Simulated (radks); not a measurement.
# Nb²⁺ in [Kr] 4d2 5d1: an all-electron calculation

One table from this session's results is given with a row withheld; the runs are named, their logs left out.

Method: scalar-relativistic Kohn-Sham, PW91, spin-unpolarised, spherical densities, point nucleus. Code: radks (a radial shooting solver on a logarithmic mesh, Libxc functionals) version 1.

### What is computed

- element: niobium (Z = 41)
- charge: +2
- electrons: 39
- configuration: [Kr] 4d2 5d1

Outer shells as boxes (Hund's rule):

Nb²⁺
```
[Kr] core
4d [↑ ][↑ ][  ][  ][  ]
5d [↑ ][  ][  ][  ][  ]
```

The first run:

Input:

```text
Z 41
configuration [Kr] 4d2 5d1
relativity scalar-relativistic
functional pw91,pw91
spin unpolarised
nucleus point
c 137.035999084
```

Launch:

```
python run_ks.py task.json out
```

The same process makes all the runs of this session.

One of the session's tables, all rows but one given; the rest of the session is left out.

It belongs to the step «Orbitals and density». From the orbitals of this run (lengths in bohr):

| level | <r> | outermost maximum (interpolated) | 90 % within | nodes |
| --- | --- | --- | --- | --- |
| 1s | 0.03609 | 0.0235 | 0.0646 | 0 |
| 2s | ? | ? | ? | ? |
| 2p | 0.1377 | 0.106 | 0.224 | 0 |
| 3s | 0.4432 | 0.396 | 0.655 | 2 |
| 3p | 0.4458 | 0.389 | 0.674 | 1 |
| 3d | 0.4329 | 0.334 | 0.694 | 0 |
| 4s | 1.147 | 1.03 | 1.67 | 3 |
| 4p | 1.274 | 1.12 | 1.88 | 2 |
| 4d | 1.732 | 1.40 | 2.68 | 1 |
| 5d | 5.007 | 4.66 | 7.17 | 2 |

Q: Estimate the row for 2s from the others.

The run gave: <r>: 0.1580; outermost maximum (interpolated): 0.133; 90 % within: 0.244; nodes: 1. In the column «<r>» it lies between 2p (0.1377) and 3d (0.4329).
